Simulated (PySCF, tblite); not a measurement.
**C8H7O radical: geometry, infrared bands and EPR parameters**

Wanted: the infrared bands and EPR parameters of C8H7O radical (`C#CC#CC[C@@H]([O])C=C`), by calculation.

Computed with tblite 0.8.0 and PySCF 2.14.0, with density-fitted response routines of our own, on a single molecule in the gas phase. Atoms are numbered from 0 throughout.

## Step 1: Starting geometry

16 atoms, charge 0, multiplicity 2; geometry from: force field or distance geometry start.

Bonds of the start (Å): C0–C1 1.21, C1–C2 1.52, C2–C3 1.21, C3–C4 1.48, C4–C5 1.57, C5–O6 1.32, C5–C7 1.52, C7–C8 1.33, C0–H9 1.06, C4–H10 1.10, C4–H11 1.10, C5–H12 1.10, C7–H13 1.09, C8–H14 1.08, C8–H15 1.09.

## Step 2: Optimising the geometry with GFN2-xTB

Job settings and geometry (Å):

```
{"job": {"kind": "relax", "xc": "GFN2-xTB", "basis": "xTB"}, "charge": 0, "multiplicity": 2}
C      3.809400     0.217400     2.598300
C      2.833100    -0.158400     1.984200
C      1.611200    -0.656300     1.219600
C      0.637600    -1.025800     0.601200
C     -0.551800    -1.506400    -0.128900
C     -1.117200    -0.428800    -1.113800
O     -2.111400    -0.968900    -1.792300
C     -1.728900     0.724200    -0.332500
C     -1.317800     1.990100    -0.411400
H      4.649600     0.562500     3.138400
H     -0.261400    -2.405700    -0.699600
H     -1.319200    -1.828500     0.587800
H     -0.249900    -0.025300    -1.647300
H     -2.568800     0.474400     0.310600
H     -0.503000     2.274900    -1.060400
H     -1.819000     2.769500     0.170800
```

Command:

```sh
OMP_NUM_THREADS=1 python probes_run.py task.json out
```

The driver reads the jobs from task.json and runs them one after another.

Log:

```text
step      E/eV     max force
  0    -666.09608    4.001
  1    -666.30955    4.728
  2    -666.55036    1.851
  3    -666.63587    1.163
  4    -666.68359    2.023
  5    -666.69581    1.934
  6    -666.72297    0.625
  7    -666.73856    0.553
  8    -666.75376    0.511
  9    -666.76137    0.194
 10    -666.76621    0.153
 11    -666.77201    0.299
 12    -666.77603    0.249
 13    -666.77896    0.136
 14    -666.78096    0.106
 15    -666.78291    0.158
 16    -666.78431    0.114
 17    -666.78512    0.050
 18    -666.78557    0.052
 19    -666.78604    0.074
 20    -666.78671    0.085
 21    -666.78757    0.084
 22    -666.78850    0.097
 23    -666.78937    0.090
 24    -666.79013    0.079
 25    -666.79085    0.084
 26    -666.79168    0.080
 27    -666.79261    0.083
 28    -666.79344    0.074
 29    -666.79410    0.069
 30    -666.79467    0.079
 31    -666.79525    0.086
 32    -666.79586    0.074
 33    -666.79643    0.060
 34    -666.79693    0.060
 35    -666.79751    0.080
 36    -666.79844    0.114
 37    -666.79994    0.128
 38    -666.80169    0.108
 39    -666.80299    0.107
 40    -666.80401    0.106
 41    -666.80518    0.099
 42    -666.80681    0.119
 43    -666.80906    0.132
 44    -666.81138    0.108
 45    -666.81332    0.091
 46    -666.81475    0.098
 47    -666.81535    0.164
 48    -666.81660    0.121
 49    -666.81742    0.108
 50    -666.81963    0.098
 51    -666.82068    0.111
 52    -666.82331    0.119
 53    -666.82485    0.102
 54    -666.82634    0.101
 55    -666.82745    0.090
 56    -666.82865    0.114
 57    -666.82976    0.138
 58    -666.83033    0.125
 59    -666.83169    0.085
 60    -666.83252    0.048
 61    -666.83318    0.052
 62    -666.83360    0.068
 63    -666.83421    0.085
 64    -666.83485    0.072
 65    -666.83532    0.028
 66    -666.83548    0.027
 67    -666.83557    0.024
 68    -666.83565    0.017
 69    -666.83571    0.019
 70    -666.83576    0.018
 71    -666.83580    0.020
 72    -666.83586    0.019
 73    -666.83593    0.022
 74    -666.83599    0.024
 75    -666.83605    0.020
 76    -666.83610    0.018
 77    -666.83615    0.017
 78    -666.83622    0.019
 79    -666.83630    0.028
 80    -666.83639    0.037
 81    -666.83647    0.028
 82    -666.83651    0.015
 83    -666.83653    0.010
 84    -666.83655    0.012
 85    -666.83657    0.016
 86    -666.83660    0.014
 87    -666.83664    0.011
 88    -666.83666    0.013
 89    -666.83668    0.013
 90    -666.83671    0.013
 91    -666.83674    0.015
 92    -666.83677    0.015
 93    -666.83679    0.014
 94    -666.83681    0.011
 95    -666.83682    0.009
```

It took 1.9 s on 1 thread of Intel Xeon at 2.50GHz, shared host.

Along the way: (not every step is listed)

```tsv
step	energy from step 0 (eV)	largest force (eV/Å)
0	0.0000	4.0007
1	-0.2135	4.7279
2	-0.4543	1.8509
3	-0.5398	1.1633
4	-0.5875	2.0235
5	-0.5997	1.9340
6	-0.6269	0.6254
7	-0.6425	0.5532
8	-0.6577	0.5113
16	-0.6882	0.1142
24	-0.6940	0.0786
32	-0.6998	0.0740
40	-0.7079	0.1056
48	-0.7205	0.1211
56	-0.7326	0.1144
64	-0.7388	0.0717
72	-0.7398	0.0191
80	-0.7403	0.0366
88	-0.7406	0.0126
90	-0.7406	0.0132
91	-0.7407	0.0149
92	-0.7407	0.0151
93	-0.7407	0.0143
94	-0.7407	0.0108
95	-0.7407	0.0090
```

Distances of close pairs at the start and the end, largest changes first:

```tsv
bond	before (Å)	after (Å)	change (Å)
C1–C2	1.525	1.353	-0.172
C4–C5	1.566	1.655	+0.089
C3–C4	1.476	1.414	-0.062
C5–O6	1.319	1.295	-0.024
C5–H12	1.095	1.115	+0.020
C8–H15	1.094	1.077	-0.017
C5–C7	1.521	1.506	-0.015
C4–H10	1.104	1.090	-0.014
```

The next job starts from the end point, and lists it.

## Step 3: Infrared spectrum with GFN2-xTB

Job settings and geometry (Å):

```
{"job": {"kind": "ir", "xc": "GFN2-xTB", "basis": "xTB"}, "charge": 0, "multiplicity": 2}
C      3.504810     0.482994     2.365183
C      2.555446     0.014182     1.786377
C      1.489392    -0.501487     1.132089
C      0.537681    -1.016339     0.582481
C     -0.579422    -1.540235    -0.107879
C     -1.199829    -0.439694    -1.176979
O     -2.094458    -1.064572    -1.874990
C     -1.678234     0.708043    -0.327839
C     -0.931668     1.761633    -0.049362
H      4.329286     0.888277     2.870589
H     -0.318999    -2.407441    -0.715110
H     -1.406343    -1.781368     0.560155
H     -0.293915    -0.152042    -1.760487
H     -2.702029     0.625620     0.008282
H      0.088397     1.839239    -0.391660
H     -1.307715     2.592135     0.523929
```

Log:

```text
mode    cm-1     km/mol
  1      44.6      3.65
  2      63.0      1.95
  3     101.8      1.66
  4     142.6      1.27
  5     170.3      8.98
  6     231.5      8.06
  7     277.3      2.21
  8     285.8      3.53
  9     328.2     11.48
 10     375.1      3.51
 11     387.3      3.53
 12     410.8      3.79
 13     473.0      3.67
 14     607.7     20.09
 15     633.4     18.02
 16     638.0     11.40
 17     653.7     27.42
 18     746.0      1.77
 19     820.4      3.76
 20     877.3      5.45
 21     897.3     20.43
 22    1005.1     25.00
 23    1019.8      3.97
 24    1079.6      9.65
 25    1126.0      6.24
 26    1175.1      6.03
 27    1230.9      9.74
 28    1246.6      1.27
 29    1283.3     37.35
 30    1324.3     29.77
 31    1402.0      1.86
 32    1410.8      7.89
 33    1679.4      2.64
 34    2196.3     11.75
 35    2276.3    146.57
 36    2657.4     73.79
 37    2978.3      3.24
 38    2984.9      2.17
 39    3080.2     10.07
 40    3090.7     14.16
 41    3119.5     36.77
 42    3401.5     17.60
```

Wall time 1.6 s (1 thread of Intel Xeon at 2.50GHz, shared host).

Which atoms move in the most intense modes:

```tsv
cm⁻¹	km/mol	atoms
654	27.4	C5 33 %, C4 18 %, C7 15 %, H15 13 %
897	20.4	H15 43 %, C8 17 %, H14 12 %
1005	25.0	H13 45 %, H14 37 %
1283	37.4	H12 68 %, O6 12 %
1324	29.8	C5 45 %, O6 21 %, H12 13 %
2276	146.6	C2 47 %, C3 37 %, C1 12 %
2657	73.8	H12 94 %
3120	36.8	H15 65 %, H14 21 %
```

## Step 4: EPR parameters: B3LYP/pcH-1

Settings changed since step 3:

```diff
@@ -1,2 +1,2 @@
-{"job": {"kind": "ir", "xc": "GFN2-xTB", "basis": "xTB"}, "charge": 0, "multiplicity": 2}
+{"job": {"kind": "epr", "basis": "pcH-1"}, "charge": 0, "multiplicity": 2}
 C      3.504810     0.482994     2.365183
```

Method: UKS B3LYP, pcH-1 on C H O, non-relativistic, mean-field spin-orbit, GIAO.

Log:

```text
UKS, coarse grid
  cycle   1  E = -383.84126402  |g| = 6.91e-01
  cycle   2  E = -378.11720340  |g| = 2.57e+00
  cycle   3  E = -383.92210345  |g| = 4.43e-01
  cycle   4  E = -383.98624074  |g| = 4.01e-01
  cycle   5  E = -384.06285969  |g| = 2.10e-01
  cycle   6  E = -384.07595168  |g| = 1.26e-01
  cycle   7  E = -384.08315609  |g| = 6.62e-02
  cycle   8  E = -384.08527159  |g| = 2.57e-02
  cycle   9  E = -384.08551881  |g| = 1.41e-02
  cycle  10  E = -384.08561562  |g| = 4.74e-03
  cycle  11  E = -384.08562646  |g| = 1.76e-03
  cycle  12  E = -384.08562909  |g| = 5.32e-04
UKS, final grid
  cycle   1  E = -384.08561346  |g| = 6.41e-04
  cycle   2  E = -384.08561352  |g| = 1.09e-03
  cycle   3  E = -384.08561413  |g| = 2.43e-04
  cycle   4  E = -384.08561432  |g| = 2.00e-04
  cycle   5  E = -384.08561496  |g| = 1.81e-04
  cycle   6  E = -384.08561516  |g| = 1.37e-04
  cycle   7  E = -384.08561550  |g| = 1.05e-04
  cycle   8  E = -384.08561581  |g| = 9.41e-05
  cycle   9  E = -384.08561588  |g| = 4.64e-05
  cycle  10  E = -384.08561589  |g| = 2.34e-05
  cycle  11  E = -384.08561589  |g| = 1.08e-05
E = -384.08561589 Eh   <S^2> = 0.7584 (exact 0.7500)
g shifts (ppm)      1          2          3
  rmc          -274       -274       -274
  gc            -14         24         55
  oz_so          16       5136      41702
  total        -273       4886      41483
hyperfine (MHz)  atom isotope    a_iso     a_fc   dipolar eigenvalues
    0   13C       5.25       5.25     -5.20     -3.29      8.49
    1   13C      -8.46      -8.46     -3.01     -0.12      3.13
    2   13C       9.63       9.63     -7.36     -5.79     13.16
    3   13C      -4.09      -4.09     -7.49     -0.58      8.08
    4   13C     133.14     133.14    -18.49    -18.18     36.66
    5   13C     -45.01     -45.01     -5.83      0.07      5.75
    6   17O     -43.45     -43.45   -227.16    112.90    114.27
    7   13C       7.15       7.15     -2.90     -1.58      4.48
    8   13C       4.70       4.70     -1.85     -0.26      2.11
    9    1H      -4.87      -4.87     -2.31     -0.49      2.80
   10    1H     -16.26     -16.26     -9.46     -2.53     11.99
   11    1H     -13.12     -13.12     -8.86     -2.57     11.42
   12    1H      93.01      93.01     -5.86     -3.92      9.78
   13    1H      -2.08      -2.08     -3.37     -2.55      5.93
   14    1H       4.91       4.91     -2.18     -0.51      2.68
   15    1H       8.18       8.18     -1.16     -0.59      1.75
```

Run time: 3.8 min. Hardware: 1 thread of Intel Xeon at 2.50GHz, shared host; peak memory 0.97 GiB.

Principal g values 2.00205, 2.00721, 2.04380; g(iso) = 2.01768, against 2.00232 for a free electron. They are not to be trusted: the run shows a large g shift, which the driver flags as unsure.

Hyperfine couplings, nucleus by nucleus at this fixed geometry (no averaging over rotations):

```tsv
nuclei	isotope	a(iso) (MHz)	a(iso) (G, at g = 2.0023)	largest dipolar term (MHz)
C4	13C	133.1	47.5	36.7
H12	1H	93.0	33.2	9.8
C5	13C	-45.0	-16.1	-5.8
O6	17O	-43.4	-15.5	-227.2
H10	1H	-16.3	-5.8	12.0
H11	1H	-13.1	-4.7	11.4
C2	13C	9.6	3.4	13.2
C1	13C	-8.5	-3.0	3.1
H15	1H	8.2	2.9	1.8
C7	13C	7.2	2.6	4.5
C0	13C	5.3	1.9	8.5
H14	1H	4.9	1.8	2.7
H9	1H	-4.9	-1.7	2.8
C8	13C	4.7	1.7	2.1
```

Mulliken spin populations:

C0 0.06; C1 -0.03; C2 0.09; C3 -0.05; C4 0.19; C5 -0.07; O6 0.76; C7 0.02; C8 0.00; H9 0.00; H10 -0.01; H11 0.00; H12 0.04; H13 0.00; H14 0.00; H15 0.00

The fields below are evaluated on a grid from the run's orbitals.

ELF in a plane through or near 9 of the atoms.

Values, 10 rows by 14 columns:
```
0.00 0.00 0.00 0.00 0.00 0.00 0.00 0.00 0.00 0.00 0.00 0.00 0.00 0.00
0.00 0.00 0.00 0.00 0.00 0.00 0.00 0.00 0.00 0.00 0.00 0.00 0.00 0.00
0.00 0.00 0.00 0.00 0.00 0.02 0.05 0.15 0.95 0.02 0.00 0.00 0.00 0.00
0.00 0.00 0.01 0.19 0.11 0.38 0.67 0.47 0.90 0.02 0.15 0.00 0.00 0.00
0.00 0.00 0.28 0.66 0.60 0.42 0.57 0.84 0.82 0.41 0.84 0.03 0.00 0.00
0.00 0.03 0.99 0.47 0.84 0.56 0.50 0.04 0.76 0.29 0.18 0.00 0.00 0.00
0.00 0.00 0.24 0.28 0.35 0.02 0.06 0.61 0.87 0.65 0.05 0.00 0.00 0.00
0.00 0.00 0.00 0.00 0.00 0.00 0.05 0.90 0.83 0.12 0.00 0.00 0.00 0.00
0.00 0.00 0.00 0.00 0.00 0.00 0.01 0.85 0.68 0.01 0.00 0.00 0.00 0.00
0.00 0.00 0.00 0.00 0.00 0.00 0.00 0.00 0.00 0.00 0.00 0.00 0.00 0.00
```
The map spans 15.5 Å across and 10.8 Å up, centred on the molecule. Atoms in the plane (x, y in Å): C0 (-4.1, 0.0), C1 (-3.0, 0.3), C2 (-1.7, 0.7), C3 (-0.5, 1.1), C4 (0.8, 1.4), C7 (1.6, -1.0), C8 (0.7, -1.9), H9 (-5.1, -0.3), H10 (1.0, 2.4).

On the surface of density 0.002 e/bohr³ the electrostatic potential runs, from the 1st to the 99th percentile, from -1.37 V near O6 to 1.75 V near H9.

The spin density lies nearest to O6 60 %; C4 11 %.

## Step 5: Outcome

| quantity | value |
| --- | --- |
| strongest single infrared mode (GFN2-xTB) | 2276 cm⁻¹, 147 km/mol |
| zero-point energy (GFN2-xTB) | 71.4 kcal/mol |
| g(iso) (B3LYP) | 2.01768 |
| ⟨S²⟩ | 0.758 (exact 0.75) |
| largest a(iso) | 13C on C4, 133.1 MHz |
| surface potential, 1st and 99th percentile | -1.37 V and 1.75 V |
| property runs in this session | 1, of which 0 failed and 1 gave unsound results |

In words: Relaxing lowered the energy by 0.741 eV in 95 steps; the close pair that moved most is C1–C2, from 1.525 to 1.353 Å. No mode is imaginary among the 42: a minimum at this level. The strongest single mode, at 2276 cm⁻¹, moves mainly C2 and C3. Unscaled tight-binding wavenumbers are off by several per cent, some by more. Its intensities can rank the bands wrongly. Most of the unpaired spin sits on O6 (0.76 e). The isotropic g lies 15.4 ppt above the free-electron value. These values are not to be trusted: the run shows a large g shift, which the driver flags as unsure.
